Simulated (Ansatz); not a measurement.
# C3H12AlAs: the cost of one run

Method: functionals in def2-TZVPP, the program's frozen cores in correlated methods; program: Ansatz 0.2.0, Gaussian basis.

The runs, in order: LDA (SPW92), PBE-D4, revPBE-D4, BLYP-D4, r2SCAN-D4, B97M-V, PBE0-D4, B3LYP-D4, r2SCANh-D4, r2SCAN0-D4, HSE06-D4, BHLYP-D4, CAM-B3LYP-D4, LC-ωPBE, ωB97X-V, ωB97M-V, B2PLYP, PBE-QIDH; CCSD(T)/def2-SVP; MP2/def2-TZVPP; MP2/def2-QZVPP; RPA on PBE.

**1. The relaxed structure**

An earlier PBE0-D4 in a triple-zeta def2 set relaxation fixed the geometry.

SMILES `[CH3][Al-]([CH3])([CH3])[AsH3+]`, 17 atoms, charge 0, spin multiplicity 1.

Atoms are counted from 1 here; the program's logs count them from 0.

Bond lengths: C1–Al2 1.973 Å, C1–H6 1.097 Å, C1–H7 1.095 Å, C1–H8 1.095 Å, Al2–C3 1.973 Å, Al2–C4 1.973 Å, Al2–As5 2.729 Å, C3–H9 1.097 Å, C3–H10 1.095 Å, C3–H11 1.095 Å, C4–H12 1.095 Å, C4–H13 1.097 Å, C4–H14 1.095 Å, As5–H15 1.511 Å, As5–H16 1.511 Å, As5–H17 1.511 Å. Angles: Al2–C1–H6 109.9°, Al2–C1–H7 112.9°, Al2–C1–H8 112.9°, H6–C1–H7 106.5°, H6–C1–H8 106.5°, H7–C1–H8 107.7°, C1–Al2–C3 118.5°, C1–Al2–C4 118.5°, C1–Al2–As5 97.1°, C3–Al2–C4 118.5°, C3–Al2–As5 97.0°, C4–Al2–As5 97.2°, Al2–C3–H9 109.9°, Al2–C3–H10 112.9°, Al2–C3–H11 112.9°, H9–C3–H10 106.5°, H9–C3–H11 106.5°, H10–C3–H11 107.7° and more.

**2. LDA**

This LDA is Slater exchange with PW92 correlation.

The input, in.yaml:

```yaml
crystal:
  periodic: [false, false, false]
  atoms:
    - {symbol: C, position_ang: [-0.070577, 0.712369, -1.993466]}
    - {symbol: Al, position_ang: [0.399844, -0.234284, -0.327231]}
    - {symbol: C, position_ang: [1.957310, 0.397264, 0.706790]}
    - {symbol: C, position_ang: [-0.172188, -2.111057, -0.116836]}
    - {symbol: As, position_ang: [-1.523499, 0.886625, 1.251857]}
    - {symbol: H, position_ang: [0.605550, 0.405214, -2.800441]}
    - {symbol: H, position_ang: [0.022304, 1.799705, -1.906872]}
    - {symbol: H, position_ang: [-1.086073, 0.490930, -2.337181]}
    - {symbol: H, position_ang: [2.884225, 0.049757, 0.234825]}
    - {symbol: H, position_ang: [1.969755, 0.017657, 1.733517]}
    - {symbol: H, position_ang: [2.022718, 1.489003, 0.754273]}
    - {symbol: H, position_ang: [-0.126859, -2.456564, 0.920942]}
    - {symbol: H, position_ang: [0.488731, -2.769243, -0.693619]}
    - {symbol: H, position_ang: [-1.187722, -2.290935, -0.483939]}
    - {symbol: H, position_ang: [-2.510678, 1.877884, 0.681867]}
    - {symbol: H, position_ang: [-2.545955, 0.025100, 1.954958]}
    - {symbol: H, position_ang: [-1.145987, 1.710073, 2.460754]}
basis:
  gaussian: {orbitals: def2-TZVPP}
hamiltonian: {xc: lda}
output: {orbitals: {seedname: orbitals}}
```

Command:

```sh
$ ansatz run in.yaml --threads 8 --pin off --events-out ev --progress --plain --max-ram 20889MiB
```

What time and memory should one allow on 8 threads of Intel Xeon at 2.50GHz, shared host?

About 8.5 s, with a peak of 0.61 GiB.
